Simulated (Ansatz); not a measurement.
# InOF2 radical (SMILES [O][In]([F])[F]): a relaxed scan of the bond length In2–F3

How does the energy rise as the bond length In2–F3 leaves its equilibrium value, and do density functionals follow CCSD(T)? At each value the rest of the molecule is relaxed at PBE0-D4 with the distance held.

Program: Ansatz 0.2.0, Gaussian basis. Level of theory: single points in def2-TZVPP. These are calculated values, not measurements.

Levels: PBE-D4, r2SCAN-D4, PBE0-D4, B3LYP-D4, wB97M-V, Hartree-Fock, MP2, CCSD, CCSD(T). The scan takes 1.693, 1.760, 1.858, 1.973, 2.099, 2.236, 2.381, 2.534 Å.

Correlated methods freeze the cores. Filled d shells of the heavier atoms are correlated. Core potentials replace the inner electrons past krypton, and spin-orbit coupling is left out. Orbitals are unrestricted. B3LYP uses VWN-RPA correlation.

20 further runs of the same task are left out: 20 set aside as unsound or not needed.

## Step 1: Where the work starts

SMILES `[O][In]([F])[F]`, 4 atoms, charge 0, spin multiplicity 2.

Atoms are counted from 1 here; the program's logs count them from 0.

Bond lengths: O1–In2 2.116 Å, In2–F3 2.161 Å, In2–F4 1.776 Å. Angles: O1–In2–F3 92.5°, O1–In2–F4 121.1°, F3–In2–F4 146.4°.

Coordinates:

```xyz
4
F2InO
O    -0.85900   -0.14070    1.61670
In    0.01370    0.12600   -0.29200
F     1.45840   -1.44440    0.04660
F    -0.55760    1.39880   -1.39160
```

## Step 2: A first relaxation in a small basis

Contents of pre/in.yaml:

```yaml
crystal:
  periodic: [false, false, false]
  atoms:
    - {symbol: O, position_ang: [-0.859000, -0.140700, 1.616700]}
    - {symbol: In, position_ang: [0.013700, 0.126000, -0.292000]}
    - {symbol: F, position_ang: [1.458400, -1.444400, 0.046600]}
    - {symbol: F, position_ang: [-0.557600, 1.398800, -1.391600]}
basis:
  gaussian: {orbitals: def2-SVP}
magnetization: {spin_polarized: true, initial_magnetization: 1}
hamiltonian: {xc: pbe, dispersion: d4}
relax: {f_tol: 0.03, max_steps: 250}
```

The command line of these runs was not kept.

The runs that follow: Finding the minimum; The minimum at every level; In2–F3 = 1.693 Å; In2–F3 = 1.760 Å; In2–F3 = 1.858 Å; In2–F3 = 1.973 Å; In2–F3 = 2.099 Å; In2–F3 = 2.236 Å; In2–F3 = 2.381 Å; In2–F3 = 2.534 Å.

Q: Predict the outcome of this session. Wanted: highest point, CCSD(T); lowest point, CCSD(T); minimum along the scan, CCSD(T); RMS deviation from CCSD(T); largest T1 diagnostic.

**Answer**, as computed:

```
                       quantity                                                                                                                      value
         highest point, CCSD(T)                                                                                                        1.820 eV at 2.534 Å
          lowest point, CCSD(T)                                                                                                        0.000 eV at 1.924 Å
minimum along the scan, CCSD(T)                                                                                                                    1.923 Å
                curvature there                                                                                                                 23.5 eV/Å²
     RMS deviation from CCSD(T)  PBE-D4 0.230, r2SCAN-D4 0.085, PBE0-D4 0.048, B3LYP-D4 0.119, wB97M-V 0.019, Hartree-Fock 0.128, MP2 0.019, CCSD 0.045 eV
          largest T1 diagnostic                                                                                                                      0.024
```

**Reading.** A polynomial through the near points puts the CCSD(T) minimum 0.001 Å below the PBE0-D4 value. The well is lopsided: squeezing costs more than stretching by the same length. Curvature against CCSD(T): PBE-D4 -18 %, Hartree-Fock +11 %. Best along the scan: MP2. Worst: PBE-D4. 1 further points are left out, because the reference changes its state there.
